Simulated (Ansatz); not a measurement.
# Mn2B: the cost of one run

Computed with Ansatz 0.2.0 (DFT PBEsol, scalar-relativistic, plane waves, PAW, unless a step's input says otherwise).

**1. The starting structure**

It takes space group Fm-3m (No. 225, cubic). The conventional cell has a = 4.926 Å, b = 4.926 Å, c = 4.926 Å, α = 90.00°, β = 90.00°, γ = 90.00°. Mn (site symmetry -43m) has 4 B at 2.13 Å as nearest neighbours. B (site symmetry m-3m) is surrounded by 8 Mn at 2.13 Å.

Coordinates:

```cif
data_structure
_symmetry_space_group_name_H-M 'P 1'
_symmetry_Int_Tables_number 1
_cell_length_a 3.4832
_cell_length_b 3.4832
_cell_length_c 3.4832
_cell_angle_alpha 60.000
_cell_angle_beta 60.000
_cell_angle_gamma 60.000
_cell_volume 29.88
loop_
_atom_site_label
_atom_site_type_symbol
_atom_site_fract_x
_atom_site_fract_y
_atom_site_fract_z
_atom_site_occupancy
Mn1 Mn 0.25000 0.25000 0.25000 1
Mn2 Mn 0.75000 0.75000 0.75000 1
B1 B 0.00000 0.00000 0.00000 1
```

This cell comes from an earlier session at PBEsol: 9.961 Å³/atom at 0.00 GPa, on a 12×12×12 mesh.

Volume factors to run: 0.980, 1.020, 0.960, 1.040.

**2. At 0.980 of the relaxed volume**

Input file input.yaml:

```yaml
crystal:
  lattice:
    - [0.0, 2.4464429189, 2.4464429189]
    - [2.4464429189, 0.0, 2.4464429189]
    - [2.4464429189, 2.4464429189, 0.0]
  atoms:
    - { symbol: Mn, position: [0.25, 0.25, 0.25], spin: 1.87 }
    - { symbol: Mn, position: [0.75, 0.75, 0.75], spin: 1.87 }
    - { symbol: B, position: [0.0, 0.0, 0.0] }
basis:
  ecutwfc: 420
  ecutrho_ratio: 4
kpoints:
  mp_grid: { grid: [12, 12, 12] }
hamiltonian:
  xc: pbesol
scf:
  occupations: { method: gaussian, width: 0.05 }
output:
  forces: true
  stress: true
  eigenvalues: true
  populations: true
magnetization:
  spin_polarized: true
```

Run with:

```
> ansatz run input.yaml --threads 4 --pin off --max-ram 4096MiB --backend cpu --events-out ev --progress --plain --runs-dir out
```

**Question.** How long does this run take on 4 threads of an Arm CPU, shared host, and how much memory does it need?

About 5.2 s, with a peak of 0.43 GiB.
